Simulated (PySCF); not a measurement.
# HF/3-21G run of CH5BClN (SMILES CNBCl)

Aim: the energy change on altering one bond length of CH5BClN at HF/3-21G, from 2 runs. Input form: a Python script.

The calculation is run with PySCF 2.14.0.

3 further runs of the same task are left out: 3 set aside as unsound or not needed.

## 1. The molecule

The species is CH5BClN (9 atoms), meant as a singlet with charge 0. As SMILES, `CNBCl`. The coordinates come from a PBE0-D4/def2-TZVP relaxation. This is one conformer, not always the lowest.

Bond lengths: C1–N2 1.445 Å, N2–B3 1.381 Å, B3–Cl4 1.771 Å, C1–H5 1.094 Å, C1–H6 1.094 Å, C1–H7 1.090 Å, N2–H8 1.009 Å, B3–H9 1.192 Å. Some angles: C1–N2–B3 126.0°, N2–B3–Cl4 119.6°, C1–N2–H8 115.0°, B3–N2–H8 119.0°, N2–C1–H5 111.4°, N2–C1–H6 111.4°, N2–C1–H7 109.2°, N2–B3–H9 121.5°, Cl4–B3–H9 118.9°, H5–C1–H6 108.3°.

## 2. The energy at HF/3-21G

File calc.py:

```python
from pyscf import gto, scf

mol = gto.M(
    atom='''
C      0.963949     0.911037    -1.839459
N     -0.770819    -0.427078    -0.211082
B     -0.493407    -0.784614     2.358756
Cl    -2.825707    -2.484045     4.053085
H      1.713982    -0.322009    -3.319304
H      0.052723     2.530154    -2.745394
H      2.544894     1.606078    -0.718096
H     -2.306411    -1.144229    -1.084514
H      1.288037     0.026834     3.473695
''',
    spin=0,
    unit='bohr',
    verbose=3,
    basis='3-21g',
    max_memory=1860,
)

myscf = scf.RHF(mol)
myscf.conv_tol = 1e-10
myscf.kernel()
if not myscf.converged:
    myscf = myscf.newton().run(myscf.mo_coeff, myscf.mo_occ)

etot = myscf.e_tot
print('E(%s) = %.9f' % ('HF', etot))
```

Launch:

```bash
$ OMP_NUM_THREADS=1 python calc.py
```

The program printed:

```text
converged SCF energy = -576.626525916764
E(HF) = -576.626525917
```

Run time: 0.77 s. Hardware: 1 thread of Intel Xeon Platinum 8488C (Sapphire Rapids), shared host; peak memory 0.11 GiB.

## 3. The distorted shape at the same level

File calc.py:

```python
from pyscf import gto, scf

mol = gto.Mole()
mol.atom = [
    ('C', (0.488085, 0.510473, -1.177338)),
    ('N', (-0.429915, -0.197627, -0.315638)),
    ('B', (-0.261100, -0.415200, 1.248200)),
    ('Cl', (-1.495300, -1.314500, 2.144800)),
    ('H', (0.884985, -0.142027, -1.960438)),
    ('H', (0.005885, 1.367273, -1.656738)),
    ('H', (1.324685, 0.878273, -0.583938)),
    ('H', (-1.242515, -0.577127, -0.777838)),
    ('H', (0.681600, 0.014200, 1.838200)),
]
mol.spin = 0
mol.max_memory = 1860
mol.verbose = 3
mol.basis = '3-21g'
mol.build()

mf = scf.RHF(mol)
mf.conv_tol = 1e-10
mf.kernel()
if not mf.converged:
    mf = mf.newton().run(mf.mo_coeff, mf.mo_occ)

e_tot = mf.e_tot
print('E = %.10f Eh' % e_tot)
```

Launch:

```bash
$ OMP_NUM_THREADS=1 python calc.py
```

The program printed:

```text
converged SCF energy = -576.601247848356
E = -576.6012478484 Eh
```

Run time: 0.76 s. Hardware: 1 thread of Intel Xeon Platinum 8488C (Sapphire Rapids), shared host; peak memory 0.11 GiB.

## 4. Summary of results

At HF/3-21G:

```
                                                         quantity          value
                                        first shape: total energy  -576.62653 Eh
                                       first shape: dipole moment         3.86 D
                                         first shape: HOMO energy      -11.03 eV
                                         first shape: LUMO energy        4.41 eV
                                       first shape: HOMO–LUMO gap       15.44 eV
                                    distorted shape: total energy  -576.60125 Eh
                                   distorted shape: dipole moment         2.96 D
                                     distorted shape: HOMO energy      -10.34 eV
                                     distorted shape: LUMO energy        3.46 eV
                                   distorted shape: HOMO–LUMO gap       13.80 eV
energy change with the N2–B3 bond stretched from 1.381 to 1.588 Å       0.688 eV
```

In words: With the N2–B3 bond stretched from 1.381 to 1.588 Å the energy rises by 0.69 eV (66.4 kJ/mol). The first shape isn't relaxed at this level, so the change isn't measured from a minimum. Mulliken charges (first shape) run from -0.86 on N2 to +0.55 on B3; they depend strongly on the basis. Mulliken charges (distorted shape) run from -0.86 on N2 to +0.55 on B3.
